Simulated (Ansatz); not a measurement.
# C7H7O radical: energies up the ladder

The task here is to estimate one member of a computed series from the others.

Computed with Ansatz 0.2.0 (the levels named in each step, unless a step's input says otherwise).

### The system as given

Bond lengths (14 of 15 bonds, heavy atoms first): C1–C2 1.489 Å, C2–C3 1.404 Å, C3–C4 1.363 Å, C4–C5 1.450 Å, C5–O6 1.237 Å, C5–C7 1.450 Å, C2–C8 1.405 Å, C7–C8 1.363 Å, C1–H9 1.090 Å, C1–H10 1.092 Å, C1–H11 1.086 Å, C3–H12 1.082 Å, C4–H13 1.079 Å, C7–H14 1.079 Å. Angles (14 of 24 angles, heavy atoms first): C1–C2–C3 120.8°, C1–C2–C8 120.6°, C3–C2–C8 118.6°, C2–C3–C4 121.5°, C3–C4–C5 121.5°, C4–C5–O6 122.3°, C4–C5–C7 115.4°, O6–C5–C7 122.3°, C5–C7–C8 121.5°, C2–C8–C7 121.4°, C2–C1–H9 111.0°, C2–C1–H10 109.7°, C2–C1–H11 111.2°, C2–C3–H12 118.6°.

Structure file:

```xyz
15

C    -2.8598   -0.3080   -0.1448
C    -1.3817   -0.1498   -0.0601
C    -0.5454   -1.2689    0.0741
C     0.8105   -1.1405    0.1399
C     1.4533    0.1572    0.0713
O     2.6821    0.2904    0.1293
C     0.5577    1.2888   -0.0724
C    -0.7943    1.1243   -0.1350
H    -3.1887   -1.1933    0.3988
H    -3.1578   -0.4254   -1.1891
H    -3.3718    0.5671    0.2450
H    -0.9974   -2.2502    0.1268
H     1.4534   -2.0009    0.2465
H     1.0094    2.2676   -0.1264
H    -1.4381    1.9867   -0.2435
```

Set-up of the first run:

The input, input.yaml:

```yaml
crystal:
  periodic: [false, false, false]
  atoms:
    - { symbol: C, position_ang: [-2.85983, -0.30803, -0.14477] }
    - { symbol: C, position_ang: [-1.38171, -0.14978, -0.06008] }
    - { symbol: C, position_ang: [-0.54538, -1.26894, 0.07412] }
    - { symbol: C, position_ang: [0.81045, -1.14053, 0.13989] }
    - { symbol: C, position_ang: [1.45326, 0.15721, 0.07131] }
    - { symbol: O, position_ang: [2.68214, 0.2904, 0.1293] }
    - { symbol: C, position_ang: [0.55775, 1.28875, -0.07239] }
    - { symbol: C, position_ang: [-0.79433, 1.12426, -0.135] }
    - { symbol: H, position_ang: [-3.18871, -1.19326, 0.39884] }
    - { symbol: H, position_ang: [-3.15785, -0.42535, -1.18908] }
    - { symbol: H, position_ang: [-3.37183, 0.56707, 0.24502] }
    - { symbol: H, position_ang: [-0.99737, -2.25019, 0.12675] }
    - { symbol: H, position_ang: [1.45344, -2.00092, 0.24655] }
    - { symbol: H, position_ang: [1.00941, 2.26761, -0.12644] }
    - { symbol: H, position_ang: [-1.4381, 1.98665, -0.24348] }
magnetization:
  spin_polarized: true
  initial_magnetization: 1
basis:
  gaussian: { orbitals: def2-SVPD }
hamiltonian:
  xc: pbe
  dispersion: d4
relax:
  f_tol: 0.03
  max_steps: 200
```

Started as:

```console
> ansatz run input.yaml --threads 8 --pin off --max-ram 22528MiB --backend cpu --events-out ev --progress --plain --runs-dir out
```

Steps of the session up to this table: A rough first relaxation, PBE-D4/def2-SVPD; Relaxation, PBE0-D4/def2-TZVPD; Relaxation, PBE0-D4/def2-SVPD; Frequencies, PBE0-D4/def2-SVPD; Single point, PBE-D4/def2-TZVPPD; Single point, r2SCAN-D4/def2-TZVPPD; Single point, B3LYP-D4/def2-TZVPPD; Single point, wB97M-V/def2-TZVPPD; Single point, B2PLYP/def2-TZVPPD; Single point, PBE0-D4/def2-TZVPPD; Single point, LDA/def2-TZVPPD; Single point, PBE0-D4/def2-SVPD; Single point, PBE-D4/def2-SVPD; The anion of multiplicity 1 at the same geometry, PBE0-D4/def2-TZVPPD; The anion of multiplicity 1 at the same geometry, PBE-D4/def2-TZVPPD; The anion of multiplicity 1 at the same geometry, r2SCAN-D4/def2-TZVPPD; The anion of multiplicity 1 at the same geometry, B3LYP-D4/def2-TZVPPD; The anion of multiplicity 1 at the same geometry, wB97M-V/def2-TZVPPD; The anion of multiplicity 1 at the same geometry, B2PLYP/def2-TZVPPD.

One table of the session follows, with a row left open; its other results are not shown here.

It belongs to the step «Vertical electron affinity». 

```
                level  vertical electron affinity (eV)  from B2PLYP/def2-TZVPPD (eV)
  PBE0-D4/def2-TZVPPD                            1.925                        -0.107
   PBE-D4/def2-TZVPPD                                ?                             ?
r2SCAN-D4/def2-TZVPPD                            1.876                        -0.156
 B3LYP-D4/def2-TZVPPD                            2.002                        -0.030
  wB97M-V/def2-TZVPPD                            1.915                        -0.117
   B2PLYP/def2-TZVPPD                            2.032                        -0.000
```

**Question.** Estimate the row for PBE-D4/def2-TZVPPD.

**Answer.** vertical electron affinity (eV): 2.006; from B2PLYP/def2-TZVPPD (eV): -0.027. In the column «vertical electron affinity (eV)» it lies between B3LYP-D4/def2-TZVPPD (2.002) and B2PLYP/def2-TZVPPD (2.032).

Caveats from the session: Warnings in the runs' records: vibrations at or below zero.
